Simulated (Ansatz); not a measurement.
**C2H5BClF (SMILES BC(F)CCl): CCSD(T)/def2-SVP**

Aim: the energy change on altering one bond length of C2H5BClF at CCSD(T)/def2-SVP, from 2 runs. 

The results are computed with Ansatz 0.2.0.

123 further runs of the same task are left out: 123 set aside as unsound or not needed.

### Step 1. The molecule

C2H5BClF: 10 atoms, total charge 0, spin state singlet. SMILES: `BC(F)CCl`. The coordinates come from a PBE0-D4/def2-TZVP relaxation. This is one conformer, not always the lowest.

Bond lengths: B1–C2 1.558 Å, C2–F3 1.386 Å, C2–C4 1.509 Å, C4–Cl5 1.782 Å, B1–H6 1.192 Å, B1–H7 1.195 Å, C2–H8 1.109 Å, C4–H9 1.090 Å, C4–H10 1.089 Å. Some angles: B1–C2–F3 113.9°, B1–C2–C4 115.3°, F3–C2–C4 109.7°, C2–C4–Cl5 112.6°, B1–C2–H8 102.6°, F3–C2–H8 107.0°, C4–C2–H8 107.5°, C2–B1–H6 120.8°, C2–B1–H7 118.2°, C2–C4–H9 110.7°.

### Step 2. The energy at CCSD(T)/def2-SVP

run.yaml

```yaml
crystal:
  periodic: [false, false, false]
  atoms:
    - {symbol: B, position_ang: [-1.309200, -0.711700, -0.281200]}
    - {symbol: C, position_ang: [0.178900, -0.496800, 0.126500]}
    - {symbol: F, position_ang: [0.520300, -1.080300, 1.336000]}
    - {symbol: C, position_ang: [0.655300, 0.934900, 0.100000]}
    - {symbol: Cl, position_ang: [2.428700, 1.067800, 0.206300]}
    - {symbol: H, position_ang: [-2.010300, -1.450800, 0.336900]}
    - {symbol: H, position_ang: [-1.707400, -0.172300, -1.270600]}
    - {symbol: H, position_ang: [0.728500, -1.046200, -0.665100]}
    - {symbol: H, position_ang: [0.248500, 1.491800, 0.943700]}
    - {symbol: H, position_ang: [0.349800, 1.412800, -0.829700]}
basis:
  gaussian:
    orbitals: def2-SVP
correlation:
  method: ccsd_t
  frozen_orbitals: {B: 1, C: 1, Cl: 5, F: 1, H: 0}
accuracy: high
scf:
  omitted_lower_state_checks: [cluster_reference, increment]
```

On the command line:

```bash
$ ansatz run run.yaml --threads 1 --pin off --max-ram 3480MiB --events-out events.jsonl --progress --plain --runs-dir runs
```

Standard output (excerpt; [...] marks lines left out):

```text
Warning: RAYON_NUM_THREADS=1 ignored (pool sized by the plan → 1); use --threads N
Functional definition: HF
  name "HF"
[...]
2335 factors; integrals over basis functions are off by at most 4.1e-9 eV
[...]
mean field -18012.11789859 eV, -661.9331237211 hartree, gradient 1.0e-8 eV, S^2 0.000000; 0 other end points of the search recorded, 0 dependent functions left out
9 core orbitals not correlated: weight in the atoms' cores, before any rotation towards them, 1.000 or more for the frozen orbitals, at most 0.000 for the correlated occupied ones
reference -18012.11789859 eV, -661.9331237211 hartree; 15, 15 occupied and 75, 75 virtual orbitals, 2335 factors
second order -18.34631047 eV of doubles, -0.00000000 eV of singles
cycle   1  -19.23690752 eV  change   -8.9e-1 eV  update   8.9e-2
[...]
cycle  22  -19.78962602 eV  change   4.0e-10 eV  update   2.4e-9
perturbative correction -0.47756232 eV, -0.0175500914 hartree
Total energy: -18032.38508693 eV, -662.6779291549 hartree
Checks for a lower state left out: cluster_reference, increment
```

Run time: 32 s. Hardware: 1 thread of Arm Neoverse V2, shared host; peak memory 0.72 GiB.

### Step 3. The distorted shape

job.yaml

```yaml
crystal:
  periodic: [false, false, false]
  atoms:
    - {symbol: B, position_ang: [-1.391646, -0.629284, -0.162451]}
    - {symbol: C, position_ang: [0.096454, -0.414384, 0.245249]}
    - {symbol: F, position_ang: [0.437854, -0.997884, 1.454749]}
    - {symbol: C, position_ang: [0.572854, 1.017316, 0.218749]}
    - {symbol: Cl, position_ang: [2.346254, 1.150216, 0.325049]}
    - {symbol: H, position_ang: [-2.092746, -1.368384, 0.455649]}
    - {symbol: H, position_ang: [-1.789846, -0.089884, -1.151851]}
    - {symbol: H, position_ang: [0.728500, -1.046200, -0.665100]}
    - {symbol: H, position_ang: [0.166054, 1.574216, 1.062449]}
    - {symbol: H, position_ang: [0.267354, 1.495216, -0.710951]}
basis:
  gaussian: {orbitals: def2-SVP}
correlation: {method: ccsd_t, frozen_orbitals: {B: 1, C: 1, Cl: 5, F: 1, H: 0}}
accuracy: high
scf: {omitted_lower_state_checks: [cluster_reference, increment]}
```

On the command line:

```bash
$ ansatz run job.yaml --threads 1 --pin off --max-ram 3480MiB --events-out events.jsonl --progress --plain --runs-dir runs
```

Standard output (excerpt; [...] marks lines left out):

```text
Warning: RAYON_NUM_THREADS=1 ignored (pool sized by the plan → 1); use --threads N
[... 2 set-up lines as earlier in the session ...]
[...]
2340 factors; integrals over basis functions are off by at most 3.5e-9 eV
[...]
mean field -18011.73986310 eV, -661.9192311733 hartree, gradient 1.4e-8 eV, S^2 0.000000; 0 other end points of the search recorded, 0 dependent functions left out
9 core orbitals not correlated: weight in the atoms' cores, before any rotation towards them, 1.000 or more for the frozen orbitals, at most 0.000 for the correlated occupied ones
reference -18011.73986310 eV, -661.9192311733 hartree; 15, 15 occupied and 75, 75 virtual orbitals, 2340 factors
second order -18.42349735 eV of doubles, -0.00000000 eV of singles
cycle   1  -19.30397979 eV  change   -8.8e-1 eV  update   9.2e-2
[...]
cycle  22  -19.87482180 eV  change    1.4e-9 eV  update   2.4e-9
perturbative correction -0.49227855 eV, -0.0180909030 hartree
Total energy: -18032.10696345 eV, -662.6677083058 hartree
Checks for a lower state left out: cluster_reference, increment
```

It took 32 s on 1 thread of Arm Neoverse V2, shared host; peak memory 0.72 GiB.

### Step 4. Summary of results

At CCSD(T)/def2-SVP, 9 core orbitals frozen:

```
                                                         quantity          value
                                        first shape: total energy  -662.67793 Eh
         first shape: correlation energy (9 core orbitals frozen)     -744.8 mEh
                                      first shape: (T) correction     -17.55 mEh
                                       first shape: T1 diagnostic          0.010
                                    distorted shape: total energy  -662.66771 Eh
     distorted shape: correlation energy (9 core orbitals frozen)     -748.5 mEh
                                  distorted shape: (T) correction     -18.09 mEh
                                   distorted shape: T1 diagnostic          0.010
energy change with the C2–H8 bond stretched from 1.109 to 1.276 Å       0.278 eV
```

What this shows: With the C2–H8 bond stretched from 1.109 to 1.276 Å the energy rises by 0.28 eV (6.4 kcal/mol). The first shape isn't relaxed at this level, so the change isn't measured from a minimum. The triples (first shape) make up 2.4 % of the correlation energy. The triples (distorted shape) make up 2.4 % of the correlation energy.
